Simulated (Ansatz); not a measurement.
# A workflow on BrCl (bromine chloride)

Wanted: a series of 52 runs (HF/STO-3G, UHF/STO-3G, HF/3-21G, UHF/3-21G, HF/6-31G*, UHF/6-31G*, B3LYP/6-31G*, UB3LYP/6-31G*, and more) of BrCl. 

The results are computed with Ansatz 0.2.0.

## (1) Starting point

BrCl has 2 atoms, charge 0, and is taken as a singlet. As SMILES, `ClBr`. Geometry: the measured bond length. The run starts from this shape.

Bond lengths: Cl1–Br2 2.136 Å.

## (2) A geometry optimisation at HF/STO-3G (run 1)

Contents of molecule.yaml:

```yaml
crystal:
  periodic: [false, false, false]
  atoms:
    - {symbol: Cl, position_ang: [0.000000, 0.000000, 0.000000]}
    - {symbol: Br, position_ang: [0.000000, 0.000000, 2.136065]}
basis:
  gaussian: {orbitals: STO-3G}
hamiltonian: {xc: hf}
relax: {f_tol: 0.002}
output: {orbitals: {seedname: orbitals}}
```

Run with:

```
ansatz run molecule.yaml --threads 1 --pin off --max-ram 3480MiB --events-out events.jsonl --progress --plain --runs-dir runs
```

Output:

```text
Warning: RAYON_NUM_THREADS=1 ignored (pool sized by the plan → 1); use --threads N
The last accepted step is kept in runs//last_step.txt (removed where the run ends without a failure and the disk answers)
[... 37 lines left out ...]
Total energy: -81613.12617240 eV, -2999.2270674719 hartree
[... 2 lines left out ...]
Dipole moment:     0.000000     0.000000     0.251508 e Å
```

It took 0.92 s on 1 thread of Arm Neoverse V1, shared host; peak memory 0.08 GiB.

Steps, from the record of the run:

| step | energy from the first frame kept (eV) | largest force (eV/Å) |
| --- | --- | --- |
| 1 | 0.0000 | 1.1494 |
| 2 | -0.0143 | 0.5948 |
| 3 | -0.0209 | 0.0193 |
| 4 | -0.0209 | 0.0001 |

After the run. Bond lengths: Cl1–Br2 2.173 Å.

## (3) Vibrational wavenumbers at HF/STO-3G (run 2)

Contents of input.yaml:

```yaml
crystal:
  periodic: [false, false, false]
  atoms:
    - {symbol: Cl, position_ang: [0.000000, -0.000000, -0.018647]}
    - {symbol: Br, position_ang: [-0.000000, 0.000000, 2.154712]}
basis:
  gaussian: {orbitals: STO-3G}
hamiltonian: {xc: hf}
phonons: {temperatures: {t_min: 298.15, t_max: 298.15, t_step: 1}}
```

Run with:

```
ansatz run input.yaml --threads 1 --pin off --max-ram 3480MiB --events-out events.jsonl --progress --plain --runs-dir runs
```

Output:

```text
Warning: RAYON_NUM_THREADS=1 ignored (pool sized by the plan → 1); use --threads N
[... 75 lines left out ...]
Total energy: -81613.12617240 eV, -2999.2270674718 hartree
[... 2 lines left out ...]
Dipole moment:    -0.000000     0.000000     0.251509 e Å
Vibrations: 562.50 cm⁻¹, zero-point energy 0.034871 eV
```

Run time: 1.9 s. Hardware: 1 thread of Arm Neoverse V1, shared host; peak memory 0.08 GiB.

Runs 3 to 26 aren't shown in full; the table further down has their settings and results.

## (4) The doublet cation: a single-point energy at USVWN5/def2-TZVP (run 27)

Contents of job.yaml:

```yaml
crystal:
  periodic: [false, false, false]
  atoms:
    - symbol: Cl
      position_ang: [0.000000, 0.000000, 0.002213]
    - symbol: Br
      position_ang: [-0.000000, -0.000000, 2.133852]
basis:
  gaussian:
    orbitals: def2-TZVP
total_charge: 1
magnetization:
  spin_polarized: true
  initial_magnetization: 1
hamiltonian:
  xc: {name: SVWN5}
```

Run with:

```
ansatz run job.yaml --threads 1 --pin off --max-ram 3480MiB --events-out events.jsonl --progress --plain --runs-dir runs
```

Output:

```text
Warning: RAYON_NUM_THREADS=1 ignored (pool sized by the plan → 1); use --threads N
Functional definition: SVWN5
  name "SVWN5"
  exchange = slater_x
  correlation = vwn5_c
632 factors; their error is unknown
mean field evaluation 1: about -82418.8593 eV, gradient 2.2e1 eV
mean field evaluation 2: about -82405.2712 eV, gradient 5.1e1 eV
mean field evaluation 4: about -82420.9842 eV, gradient 6.9e0 eV
mean field evaluation 8: about -82421.1840 eV, gradient 2.8e0 eV
mean field evaluation 16: about -82421.1968 eV, gradient 7.8e-4 eV
mean field -82421.19675206 eV, -3028.9231135446 hartree, gradient 1.7e-5 eV, S^2 0.750866; 2 other end points of the search recorded, 0 dependent functions left out
reference -82421.19677466 eV, -3028.9231143752 hartree; 26, 25 occupied and 59, 60 virtual orbitals, 632 factors
Total energy: -82421.19677466 eV, -3028.9231143752 hartree
```

Run time: 1.7 s. Hardware: 1 thread of Arm Neoverse V1, shared host; peak memory 0.12 GiB.

Runs 28 to 51 aren't shown in full; the table further down has their settings and results.

## (5) The doublet cation: a geometry optimisation at UCCSD/cc-pVDZ (run 52)

Contents of run.yaml:

```yaml
crystal:
  periodic: [false, false, false]
  atoms:
    - {symbol: Cl, position_ang: [-0.000000, 0.000000, -0.026702]}
    - {symbol: Br, position_ang: [0.000000, -0.000000, 2.162767]}
basis:
  gaussian:
    orbitals: cc-pVDZ
relax: {}
total_charge: 1
correlation:
  method: ccsd
accuracy: high
scf:
  omitted_lower_state_checks: [cluster_reference]
magnetization:
  spin_polarized: true
  initial_magnetization: 1
```

Run with:

```
ansatz run run.yaml --threads 1 --pin off --max-ram 3480MiB --events-out events.jsonl --progress --plain --runs-dir runs
```

Output:

```text
Warning: RAYON_NUM_THREADS=1 ignored (pool sized by the plan → 1); use --threads N
The last accepted step is kept in runs//last_step.txt (removed where the run ends without a failure and the disk answers)
[... 15 lines left out ...]
14 core orbitals not correlated: weight in the atoms' cores, before any rotation towards them, 1.000 or more for the frozen orbitals, at most 0.000 for the correlated occupied ones
[... 91 lines left out ...]
14 core orbitals not correlated: weight in the atoms' cores, before any rotation towards them, 1.000 or more for the frozen orbitals, at most 0.000 for the correlated occupied ones
[... 57 lines left out ...]
Dipole moment:     0.000000     0.000000    -0.045756 e Å
Checks for a lower state left out: cluster_reference
```

Wall time 48 s (1 thread of Arm Neoverse V1, shared host); peak memory 0.18 GiB.

The path in brief:

| step | energy from the first frame kept (eV) | largest force (eV/Å) |
| --- | --- | --- |
| 1 | 0.0000 | 1.6019 |
| 2 | -0.0863 | 0.2199 |
| 3 | -0.0874 | 0.0563 |
| 4 | -0.0875 | 0.0095 |

After the run. Bond lengths: Cl1–Br2 2.090 Å.

## (6) All runs side by side

| run | level | task | walk f tol | partner | energy (Eh) | dipole moment (D) | wall time |
| --- | --- | --- | --- | --- | --- | --- | --- |
| 1 | HF/STO-3G | optimise | 0.002 | base | -2999.227067 | 1.21 | 0.92 s |
| 2 | HF/STO-3G | frequencies | – | base | -2999.227067 | 1.21 | 1.9 s |
| 3 | UHF/STO-3G | energy | – | cation | -2998.890548 | – | 0.34 s |
| 4 | UHF/STO-3G | optimise | – | cation | -2998.890720 | – | 1.2 s |
| 5 | HF/3-21G | optimise | 0.002 | base | -3017.319281 | 1.33 | 1.2 s |
| 6 | HF/3-21G | frequencies | – | base | -3017.319281 | 1.33 | 2.4 s |
| 7 | UHF/3-21G | energy | – | cation | -3016.923097 | – | 1.5 s |
| 8 | UHF/3-21G | optimise | – | cation | -3016.939181 | – | 9.9 s |
| 9 | HF/6-31G* (Cartesian functions) | optimise | 0.002 | base | -3031.555827 | 0.66 | 3.3 s |
| 10 | HF/6-31G* (Cartesian functions) | frequencies | – | base | -3031.555827 | 0.66 | 8.7 s |
| 11 | UHF/6-31G* (Cartesian functions) | energy | – | cation | -3031.164433 | – | 1.6 s |
| 12 | UHF/6-31G* (Cartesian functions) | optimise | – | cation | -3031.166820 | – | 6.3 s |
| 13 | B3LYP/6-31G* (Cartesian functions) | optimise | 0.002 | base | -3034.053286 | 0.59 | 6.6 s |
| 14 | B3LYP/6-31G* (Cartesian functions) | frequencies | – | base | -3034.053286 | 0.59 | 13 s |
| 15 | UB3LYP/6-31G* (Cartesian functions) | energy | – | cation | -3033.646297 | – | 2.3 s |
| 16 | UB3LYP/6-31G* (Cartesian functions) | optimise | – | cation | -3033.649321 | – | 13 s |
| 17 | PBE/def2-SVP | optimise | 0.002 | base | -3033.297947 | 0.52 | 3.3 s |
| 18 | PBE/def2-SVP | frequencies | – | base | -3033.297947 | 0.52 | 6 s |
| 19 | UPBE/def2-SVP | energy | – | cation | -3032.902642 | – | 2 s |
| 20 | UPBE/def2-SVP | optimise | – | cation | -3032.904879 | – | 7.2 s |
| 21 | MP2/6-31G* (Cartesian functions) | optimise | 0.002 | base | -3031.945752 | 0.48 | 4.8 s |
| 22 | MP2/6-31G* (Cartesian functions) | frequencies | – | base | -3031.945752 | 0.48 | 14 s |
| 23 | UMP2/6-31G* (Cartesian functions) | energy | – | cation | -3031.538049 | – | 4.5 s |
| 24 | UMP2/6-31G* (Cartesian functions) | optimise | – | cation | -3031.545172 | – | 12 s |
| 25 | SVWN5/def2-TZVP | optimise | 0.002 | base | -3029.323256 | 0.42 | 3.3 s |
| 26 | SVWN5/def2-TZVP | frequencies | – | base | -3029.323256 | 0.42 | 7.8 s |
| 27 | USVWN5/def2-TZVP | energy | – | cation | -3028.923114 | – | 1.7 s |
| 28 | USVWN5/def2-TZVP | optimise | – | cation | -3028.925719 | – | 7.2 s |
| 29 | CCSD(T)/def2-TZVP | optimise | 0.002 | base | -3032.403870 | 0.44 | 2.8 min |
| 30 | CCSD(T)/def2-TZVP | frequencies | – | base | -3032.403870 | 0.44 | 9.4 min |
| 31 | wB97X-V/def2-TZVP | optimise | 0.002 | base | -3034.039729 | 0.49 | 15 s |
| 32 | wB97X-V/def2-TZVP | frequencies | – | base | -3034.039729 | 0.49 | 41 s |
| 33 | U-wB97X-V/def2-TZVP | energy | – | cation | -3033.632242 | – | 11 s |
| 34 | U-wB97X-V/def2-TZVP | optimise | – | cation | -3033.636468 | – | 50 s |
| 35 | CCSD(T)/cc-pVTZ | optimise | 0.002 | base | -3032.413169 | 0.46 | 1.9 min |
| 36 | CCSD(T)/cc-pVTZ | frequencies | – | base | -3032.413169 | 0.46 | 6.2 min |
| 37 | MP2/aug-cc-pVDZ | optimise | 0.002 | base | -3032.149873 | 0.51 | 9.3 s |
| 38 | MP2/aug-cc-pVDZ | frequencies | – | base | -3032.149873 | 0.51 | 22 s |
| 39 | UMP2/aug-cc-pVDZ | energy | – | cation | -3031.736073 | – | 6.6 s |
| 40 | UMP2/aug-cc-pVDZ | optimise | – | cation | -3031.743561 | – | 21 s |
| 41 | r2SCAN/def2-TZVP | optimise | 0.002 | base | -3034.299056 | 0.45 | 11 s |
| 42 | r2SCAN/def2-TZVP | frequencies | – | base | -3034.299056 | 0.45 | 21 s |
| 43 | U-r2SCAN/def2-TZVP | energy | – | cation | -3033.898536 | – | 6.9 s |
| 44 | U-r2SCAN/def2-TZVP | optimise | – | cation | -3033.901695 | – | 29 s |
| 45 | MP2/cc-pVTZ | optimise | 0.002 | base | -3032.369448 | 0.45 | 5.4 s |
| 46 | MP2/cc-pVTZ | frequencies | – | base | -3032.369448 | 0.45 | 21 s |
| 47 | UMP2/cc-pVTZ | energy | – | cation | -3031.957989 | – | 8.4 s |
| 48 | UMP2/cc-pVTZ | optimise | – | cation | -3031.964963 | – | 24 s |
| 49 | CCSD/cc-pVDZ | optimise | 0.002 | base | -3032.144342 | 0.57 | 19 s |
| 50 | CCSD/cc-pVDZ | frequencies | – | base | -3032.144342 | 0.57 | 48 s |
| 51 | UCCSD/cc-pVDZ | energy | – | cation | -3031.743283 | – | 5.7 s |
| 52 | UCCSD/cc-pVDZ | optimise | – | cation | -3031.746497 | – | 48 s |

## (7) What came out

| quantity | value |
| --- | --- |
| doublet cation, run 52: total energy at the end | -3031.74650 Eh |
| doublet cation, run 52: correlation energy (14 core orbitals frozen) | -277.9 mEh |
| doublet cation, run 52: bond length | 2.090 Å |
| doublet cation, run 52: ⟨S²⟩ of the reference determinant | 0.761 |
| doublet cation, run 52: T1 diagnostic | 0.033 |
| vertical ionisation energy (to the doublet cation), HF/STO-3G | 9.157 eV |
| vertical ionisation energy (to the doublet cation), MP2/6-31G* | 11.094 eV |
| vertical ionisation energy (to the doublet cation), SVWN5/def2-TZVP | 10.888 eV |
| vertical ionisation energy (to the doublet cation), wB97X-V/def2-TZVP | 11.088 eV |
| adiabatic ionisation energy (to the doublet cation, no zero-point term), B3LYP/6-31G* | 10.992 eV |
| adiabatic ionisation energy (to the doublet cation, no zero-point term), MP2/6-31G* | 10.900 eV |
| adiabatic ionisation energy (to the doublet cation, no zero-point term), MP2/aug-cc-pVDZ | 11.056 eV |
| adiabatic ionisation energy (to the doublet cation, no zero-point term), r2SCAN/def2-TZVP | 10.813 eV |

What this shows: At HF/STO-3G: removing an electron at fixed nuclei costs 9.16 eV (211 kcal/mol). In a minimal basis such a difference can be off by several eV, whatever the method. At MP2/6-31G*: the vertical ionisation energy comes to 11.09 eV (1070 kJ/mol). At SVWN5/def2-TZVP: removing an electron at fixed nuclei costs 10.89 eV (1051 kJ/mol). At wB97X-V/def2-TZVP: the vertical ionisation energy comes to 11.09 eV (256 kcal/mol). At B3LYP/6-31G*: the adiabatic ionisation energy (to the doublet cation, no zero-point term) is 10.99 eV (1061 kJ/mol). Totals of different functionals can't be ranked against each other. In runs 1, 2, 3, 4 the basis is minimal, so the values are rough. Spin contamination of the reference: run 8 ⟨S²⟩ = 1.75, run 7 ⟨S²⟩ = 1.00. Where it is this large, the reference is a mixture of spin states, and values that rest on it are in doubt. All runs together took 30 min, the longest 9.4 min.
